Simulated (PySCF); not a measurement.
**Tl(OH)3(H2O): other functionals and bases at one geometry**

The task here is to estimate one member of a computed series from the others.

Method: several levels, as the steps say, no spin–orbit coupling; program: PySCF 2.14.0.

1 further run of the same task is left out (for a known fault of the program).

### Where the work starts

10 atoms, charge 0, spin multiplicity 1.

Bond lengths: Tl1–O2 2.141 Å, Tl1–O4 2.064 Å, Tl1–O6 2.076 Å, Tl1–O8 2.490 Å, O2–H3 0.965 Å, O4–H5 0.967 Å, O6–H7 0.966 Å, O8–H9 0.992 Å, O8–H10 0.965 Å. Angles: O2–Tl1–O4 119.9°, O2–Tl1–O6 107.9°, O2–Tl1–O8 67.9°, O4–Tl1–O6 131.6°, O4–Tl1–O8 108.1°, O6–Tl1–O8 96.3°, Tl1–O2–H3 109.2°, Tl1–O4–H5 106.3°, Tl1–O6–H7 108.0°, Tl1–O8–H9 77.3°, Tl1–O8–H10 108.9°, H9–O8–H10 105.4°.

As a file:

```
atom    x (Å)    y (Å)    z (Å)
 Tl1  -0.0205  -0.5006   0.1635
  O2   0.4267   1.4738   0.8608
  H3   1.3672   1.6505   0.7325
  O4  -1.3543  -1.6812   1.2060
  H5  -1.7663  -1.1069   1.8664
  O6   1.2849  -0.9392  -1.3900
  H7   1.2121  -1.8834  -1.5831
  O8  -1.3178   1.2409  -1.0541
  H9  -0.7258   1.7793  -0.4679
 H10  -0.9537   1.3373  -1.9431
```

Formal oxidation states: Tl +3. An earlier session relaxed this geometry at PBE0, Tl def2-SVP with ECP60, O def2-SVP, H def2-SVP (singlet, point group C1).

At PBE0 on the finer grid: E = -475.821685 Eh, HOMO -8.10 eV, LUMO -2.34 eV, Mulliken charge on Tl1 +0.71 e, largest force component 0.019 eV/Å. 

Levels to run: TPSS; BP86; PBE0, TZVP. Hardware: 2 threads of Arm Neoverse V2, shared host.

The first run:

run.py (the lines that set the calculation)

```python
mol = gto.M(atom='''
Tl    -0.02050    -0.50056     0.16353
O      0.42672     1.47380     0.86081
H      1.36718     1.65053     0.73247
O     -1.35430    -1.68119     1.20597
H     -1.76630    -1.10687     1.86637
O      1.28490    -0.93921    -1.38997
H      1.21214    -1.88342    -1.58306
O     -1.31777     1.24088    -1.05411
H     -0.72580     1.77927    -0.46795
H     -0.95370     1.33728    -1.94307''',
    basis={'Tl': 'def2-SVP', 'O': 'def2-SVP', 'H': 'def2-SVP'},
    ecp={'Tl': 'def2-SVP'},
    charge=0, spin=0)
mf = dft.RKS(mol, xc='TPSS')
mf.grids.atom_grid = (75, 302)
mf = mf.density_fit()  # fitting sets: Tl def2-universal-JKFIT, O def2-universal-JKFIT, H def2-universal-JKFIT
mf.conv_tol = 1e-08; mf.max_cycle = 55
mf.kernel(dm0)  # dm0: the density of the relaxed state
```

The run is started by

```sh
$ OMP_NUM_THREADS=2 python run.py
```

Steps of the session up to this table: TPSS; BP86; PBE0, TZVP.

One of the session's tables, all rows but one given; the rest of the session is left out.

```
              level  HOMO (eV)  gap (eV)  charge on Tl1 (e)  dipole (D)  largest force component (eV/Å)
PBE0 (relaxed here)      -8.10      5.76               0.71        1.26                            0.02
               TPSS      -6.44      3.40               0.59        1.26                            0.69
               BP86      -6.44      3.19               0.52        1.28                            0.81
         PBE0, TZVP          ?         ?                  ?           ?                               ?
```

**Question.** Estimate the row for PBE0, TZVP.

As computed: HOMO (eV): -8.43; gap (eV): 5.80; charge on Tl1 (e): 0.94; dipole (D): 1.20; largest force component (eV/Å): 0.36. In the column «HOMO (eV)» it is the lowest.

In one basis the HOMO–LUMO gap runs from 3.19 eV (BP86) to 5.76 eV (PBE0). The largest leftover force, 0.81 eV/Å with BP86, stands at a geometry relaxed at another level. Total energies of different levels can't be compared.
